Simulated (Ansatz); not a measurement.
# BCl2H4N: the cost of one run

Method: RKS PBE/def2-SVP, in Ansatz 0.2.0.

## Step 1: Starting point

Bond lengths: B1–Cl3 1.860 Å, B1–Cl4 1.860 Å, B1–N5 1.850 Å, N5–H6 1.060 Å, N5–H7 1.060 Å. Angles: Cl3–B1–Cl4 120.0°, Cl3–B1–N5 97.0°, Cl4–B1–N5 101.2°, B1–N5–H6 120.0°, B1–N5–H7 120.0°, H6–N5–H7 120.0°.

As a file:

```xyz
8

B     0.0000    0.0000    0.0000
H     0.0000    0.0000    1.5400
Cl    1.6108    0.0000   -0.9300
Cl   -1.6108    0.0000   -0.9300
N     0.0773   -1.7539    0.5833
H    -0.4410   -2.5119    0.0539
H     0.6400   -2.0009    1.4471
H     0.0395   -0.8969    1.5631
```

## Step 2: A restrained relaxation towards end A

Springs on the bonds that form and break draw the guess towards this end; the thresholds are loose.

input.yaml

```yaml
crystal:
  periodic: [false, false, false]
  atoms:
    - { symbol: B, position_ang: [0.0, 0.0, 0.0] }
    - { symbol: H, position_ang: [0.0, 0.0, 1.54] }
    - { symbol: Cl, position_ang: [1.6108, 0.0, -0.93] }
    - { symbol: Cl, position_ang: [-1.6108, 0.0, -0.93] }
    - { symbol: "N", position_ang: [0.0773, -1.7539, 0.5833] }
    - { symbol: H, position_ang: [-0.441, -2.5119, 0.0539] }
    - { symbol: H, position_ang: [0.64, -2.0009, 1.4471] }
    - { symbol: H, position_ang: [0.0395, -0.8969, 1.5631] }
basis:
  gaussian: { orbitals: def2-SVP }
hamiltonian:
  xc: pbe
relax:
  f_tol: 0.15
  max_steps: 25
  restrain:
    - { distance: [0, 4], at: 2.75, k: 30.0 }
    - { distance: [7, 1], at: 1.86, k: 30.0 }
    - { distance: [0, 1], at: 1.19, k: 30.0 }
    - { distance: [7, 4], at: 1.06, k: 30.0 }
```

The run is started by

```console
ansatz run input.yaml --threads 2 --pin off --max-ram 3072MiB --backend cpu --events-out ev --progress --plain --runs-dir out
```

What time and memory should one allow on 2 threads of Intel Xeon Platinum 8175M at 2.50GHz (Skylake/Cascade Lake), shared host?

About 22 s, with a peak of 0.13 GiB.
